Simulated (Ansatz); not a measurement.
# CHGeN (singlet): from Hartree-Fock to the top rungs at a displaced geometry (v2), cc-pVDZ

One table from this session's results is given with a row withheld; the runs are named, their logs left out.

Program: Ansatz 0.2.0, Gaussian basis. Level of theory: cc-pVDZ, core rule «outside noble gas», up to 16 orbitals frozen. These are calculated values, not measurements.

To be run: UHF; CCSD(T) on RHF; CCSD(T) on UHF; BCCD(T) on RHF; CISD; CCSDT(Q) on RHF; CCSDT(Q) on UHF; CASSCF and MRCISD+Q, 8 electrons in 8 orbitals; CASSCF and NEVPT2, 8 electrons in 8 orbitals.

14 further runs of the same task are left out: 5 that didn't finish, 9 set aside as unsound or not needed. Runs told in other sessions of the task aren't counted.

### What is computed

The geometry is a PBE0/def2-TZVP stationary point (not a proven minimum) with its atoms shifted at random (size 0.100 Å). No spin-orbit coupling is included. The filled d shell of Ge may be among the frozen orbitals whatever the setting's name suggests.

4 atoms, charge 0, spin multiplicity 1.

Atoms are counted from 1 here; the program's logs count them from 0.

Bond lengths: C1–N2 1.177 Å, N2–Ge3 1.888 Å, Ge3–H4 1.539 Å. Angles: C1–N2–Ge3 164.1°, N2–Ge3–H4 90.9°.

The first run:

File in.yaml:

```yaml
crystal:
  periodic: [false, false, false]
  atoms:
    - {symbol: C, position_ang: [0.087546, -0.008239, 2.407660]}
    - {symbol: N, position_ang: [-0.077328, 0.130265, 1.250554]}
    - {symbol: Ge, position_ang: [-0.000708, -0.044350, -0.628258]}
    - {symbol: H, position_ang: [0.082401, 1.484194, -0.790848]}
basis:
  gaussian: {orbitals: cc-pVDZ}
magnetization: {spin_polarized: true, initial_magnetization: 0}
hamiltonian: {xc: hf}
output: {orbitals: {seedname: orbitals}}
```

Started as:

```console
$ ansatz run in.yaml --threads 1 --pin off --events-out ev --progress --plain --max-ram 2393MiB
```

Steps of the session up to this table: UHF; CCSD(T) on RHF; CCSD(T) on UHF; BCCD(T) on RHF; CISD; CCSDT(Q) on RHF; CCSDT(Q) on UHF; CASSCF and MRCISD+Q, 8 electrons in 8 orbitals; CASSCF and NEVPT2, 8 electrons in 8 orbitals.

One of the session's tables, all rows but one given; the rest of the session is left out.

| method | from RCCSDT(Q) (meV) |
| --- | --- |
| RHF | +10327.1 |
| UHF | +10326.4 |
| RMP2 | +1184.3 |
| RCCSD | +460.7 |
| RCCSD(T) | +55.2 |
| BCCD(T) | +52.2 |
| RCCSDT | +35.9 |
| RCCSDT(Q) | 0 |
| CASSCF frontier | +6735.4 |
| NEVPT2 frontier | +1722.9 |
| MRCISD frontier | ? |
| MRCISD+Q frontier | +78.5 |

Q: Estimate the row for MRCISD frontier from the others.

As computed: from RCCSDT(Q) (meV): +708.9. In the column «from RCCSDT(Q) (meV)» it lies between RCCSD (+460.7) and RMP2 (+1184.3).

Not comparable, so not listed: CCSD(T) on UHF; CCSDT(Q) on UHF (they don't share determinant, frozen orbitals or solution with the rows shown, or repeat one).

Limits of these values: Warnings: restricted reference is unstable.
